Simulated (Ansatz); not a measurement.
**CH3ClMoS2: a ladder of functionals and wavefunction methods**

The task here is to estimate one member of a computed series from the others.

Computed with Ansatz 0.2.0, Gaussian basis. Level: functionals in def2-TZVPP, the program's frozen cores in correlated methods.

The runs, in order: LDA (SPW92), PBE-D4, revPBE-D4, BLYP-D4, r2SCAN-D4, B97M-V, PBE0-D4, B3LYP-D4, r2SCANh-D4, r2SCAN0-D4, HSE06-D4, BHLYP-D4, CAM-B3LYP-D4, LC-ωPBE, ωB97X-V, ωB97M-V, B2PLYP, PBE-QIDH; CCSD(T)/def2-SVP; CCSD(T)/def2-TZVPP; MP2/def2-QZVPP; extrapolation to the limit; RPA on PBE.

**Structure used throughout**

All runs share one geometry, relaxed beforehand with PBE0-D4 in a triple-zeta def2 set. Mo takes the def2 core potential; no spin-orbit term is included.

SMILES `[CH3][Mo](=[S])(=[S])[Cl]`, 8 atoms, charge 0, spin multiplicity 1.

Atoms are counted from 1 here; the program's logs count them from 0.

Bond lengths: C1–Mo2 2.080 Å, C1–H6 1.090 Å, C1–H7 1.095 Å, C1–H8 1.095 Å, Mo2–S3 2.088 Å, Mo2–S4 2.088 Å, Mo2–Cl5 2.238 Å. Angles: Mo2–C1–H6 113.0°, Mo2–C1–H7 106.9°, Mo2–C1–H8 106.8°, H6–C1–H7 109.7°, H6–C1–H8 109.7°, H7–C1–H8 110.7°, C1–Mo2–S3 104.2°, C1–Mo2–S4 104.2°, C1–Mo2–Cl5 110.7°, S3–Mo2–S4 109.6°, S3–Mo2–Cl5 113.6°, S4–Mo2–Cl5 113.7°.

The first run:

in.yaml reads:

```yaml
crystal:
  periodic: [false, false, false]
  atoms:
    - {symbol: C, position_ang: [-0.901399, -0.213234, 0.634308]}
    - {symbol: Mo, position_ang: [0.772794, 0.168149, -0.540071]}
    - {symbol: S, position_ang: [2.167568, -1.257788, 0.075776]}
    - {symbol: S, position_ang: [0.144628, -0.261913, -2.483891]}
    - {symbol: Cl, position_ang: [1.466400, 2.277812, -0.266519]}
    - {symbol: H, position_ang: [-1.275284, -1.231257, 0.526129]}
    - {symbol: H, position_ang: [-0.608316, -0.036499, 1.673924]}
    - {symbol: H, position_ang: [-1.674089, 0.497631, 0.324645]}
basis:
  gaussian: {orbitals: def2-TZVPP}
hamiltonian: {xc: lda}
output: {orbitals: {seedname: orbitals}}
```

Run with:

```sh
$ ansatz run in.yaml --threads 2 --pin off --events-out ev --progress --plain --max-ram 32768MiB --backend cpu
```

Steps of the session up to this table: LDA; PBE-D4 (GGA); revPBE-D4 (GGA); BLYP-D4 (GGA); r2SCAN-D4 (meta-GGA); B97M-V (meta-GGA); B3LYP-D4 (hybrid); r2SCANh-D4 (hybrid); r2SCAN0-D4 (hybrid); HSE06-D4 (hybrid); BHLYP-D4 (hybrid); CAM-B3LYP-D4 (range-separated); LC-ωPBE (range-separated); ωB97X-V (range-separated); ωB97M-V (range-separated); B2PLYP (double hybrid); PBE-QIDH (double hybrid).

One table of the session follows, with a row left open; its other results are not shown here.

It belongs to the step «Orbital energies across the functionals». 

```
  functional  HOMO (eV)  LUMO (eV)  gap (eV)
 LDA (SPW92)      -6.54      -4.46      2.08
      PBE-D4      -6.40      -4.28      2.12
   revPBE-D4      -6.35      -4.22      2.13
     BLYP-D4      -6.21      -4.13      2.08
   r2SCAN-D4      -6.66      -4.29      2.37
      B97M-V      -6.71      -4.25      2.47
     PBE0-D4      -7.48      -3.59      3.90
    B3LYP-D4      -7.24      -3.74      3.50
  r2SCANh-D4      -7.05      -4.01      3.05
  r2SCAN0-D4          ?          ?         ?
    HSE06-D4      -7.09      -3.96      3.14
    BHLYP-D4      -8.39      -2.67      5.73
CAM-B3LYP-D4      -8.65      -2.54      6.11
     LC-ωPBE      -9.94      -1.55      8.39
     ωB97X-V      -9.61      -1.58      8.03
     ωB97M-V      -9.44      -1.55      7.89
```

Q: Estimate the row for r2SCAN0-D4 from the others.

Worked estimate for «HOMO (eV)». Against the share of exact exchange, r2SCAN-D4 (0, -6.66), r2SCANh-D4 (0.1, -7.05) give a slope of -3.90 per unit share; at 0.25 the line stands at -7.63.

As computed: HOMO (eV): -7.65; LUMO (eV): -3.58; gap (eV): 4.07. In «HOMO (eV)» the line misses by +0.02.
